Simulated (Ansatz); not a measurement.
# C2H9GeN: the cost of one run

Method: RKS B3LYP-D4/def2-SVP, in Ansatz 0.2.0.

### 1 Starting point

Bond lengths: C1–N2 1.415 Å, N2–C3 1.432 Å, C3–Ge4 1.957 Å, C1–H5 1.114 Å, C1–H6 1.132 Å, C1–H7 1.141 Å, N2–H8 1.008 Å, C3–H9 1.113 Å, C3–H10 1.149 Å, Ge4–H11 1.539 Å, Ge4–H12 1.602 Å, Ge4–H13 1.432 Å. Angles (14 of 21 angles, heavy atoms first): C1–N2–C3 108.4°, N2–C3–Ge4 112.6°, C1–N2–H8 108.5°, C3–N2–H8 106.7°, N2–C1–H5 114.2°, N2–C1–H6 114.7°, N2–C1–H7 109.6°, N2–C3–H9 113.3°, N2–C3–H10 112.6°, Ge4–C3–H9 105.5°, Ge4–C3–H10 106.8°, C3–Ge4–H11 108.7°, C3–Ge4–H12 106.2°, C3–Ge4–H13 112.6°.

As a file:

```xyz
13

C    -0.8916    1.6523   -0.6150
N    -0.7591    0.2614   -0.3944
C     0.5238    0.0167    0.1939
Ge    0.9024   -1.8919    0.4067
H    -0.1823    2.0642   -1.3683
H    -0.8632    2.2841    0.3237
H    -1.9200    1.8739   -1.0576
H    -1.4481   -0.0215    0.2853
H     1.3682    0.4232   -0.4062
H     0.6310    0.4948    1.2331
H     0.7389   -2.5823   -0.9590
H    -0.2528   -2.4749    1.3518
H     2.1733   -2.1347    1.0208
```

### 2 End point A

input.yaml reads:

```yaml
crystal:
  periodic: [false, false, false]
  atoms:
    - { symbol: C, position_ang: [-0.8916, 1.6523, -0.615] }
    - { symbol: "N", position_ang: [-0.7591, 0.2614, -0.3944] }
    - { symbol: C, position_ang: [0.5238, 0.0167, 0.1939] }
    - { symbol: Ge, position_ang: [0.9024, -1.8919, 0.4067] }
    - { symbol: H, position_ang: [-0.1823, 2.0642, -1.3683] }
    - { symbol: H, position_ang: [-0.8632, 2.2841, 0.3237] }
    - { symbol: H, position_ang: [-1.92, 1.8739, -1.0576] }
    - { symbol: H, position_ang: [-1.4481, -0.0215, 0.2853] }
    - { symbol: H, position_ang: [1.3682, 0.4232, -0.4062] }
    - { symbol: H, position_ang: [0.631, 0.4948, 1.2331] }
    - { symbol: H, position_ang: [0.7389, -2.5823, -0.959] }
    - { symbol: H, position_ang: [-0.2528, -2.4749, 1.3518] }
    - { symbol: H, position_ang: [2.1733, -2.1347, 1.0208] }
basis:
  gaussian: { orbitals: def2-SVP }
hamiltonian:
  xc: b3lyp
  dispersion: d4
relax:
  f_tol: 0.015
  max_steps: 40
```

Run with:

```bash
$ ansatz run input.yaml --threads 2 --pin off --max-ram 3072MiB --backend cpu --events-out ev --progress --plain --runs-dir out
```

**Question.** How long does this run take on 2 threads of Intel Xeon Platinum 8259CL at 2.50GHz (Skylake/Cascade Lake), shared host, and how much memory does it need?

About 38 s, with a peak of 0.32 GiB.
